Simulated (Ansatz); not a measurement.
The system is Li2RuN2.

```
Ru N Li
1.0
     3.16423    0.00000    0.00000
    -1.58212    2.74031    0.00000
     0.00000    0.00000    5.21145
Ru N Li
1 2 2
Direct
  0.00000 0.00000 0.00000
  0.33333 0.66667 0.21301
  0.66667 0.33333 0.78699
  0.33333 0.66667 0.63982
  0.66667 0.33333 0.36018
```

The cell comes from a database or a generator and needn't be the stable form of this composition.

Base run:

```yaml
Program: Ansatz 0.2.0
Functional: PBE
Potentials_or_basis: Ansatz PAW
Cutoff: 420 eV
Density_cutoff: 1680 eV
k_mesh: 10 × 10 × 5
Occupations: fermi-dirac, width 0.05 eV
Spin: no spin polarisation
Hubbard_terms: Ru d U = 4 eV
```

Its results: band gap on the k mesh none (metal or under the smearing width); pressure -2.2 GPa; largest force 0.199 eV/Å.

Q: The run is repeated on the same cell with these changes: hubbard terms from Ru d U = 4 eV to Ru d U = 1 eV. What comes out?

A: Band gap on the k mesh none (metal or under the smearing width); pressure -2.8 GPa; largest force 0.148 eV/Å.

Caveats: U without spin polarisation on a metal has little footing; the density of states is complete only up to the lowest level of the last band computed.

Not every run made on this cell is shown here.
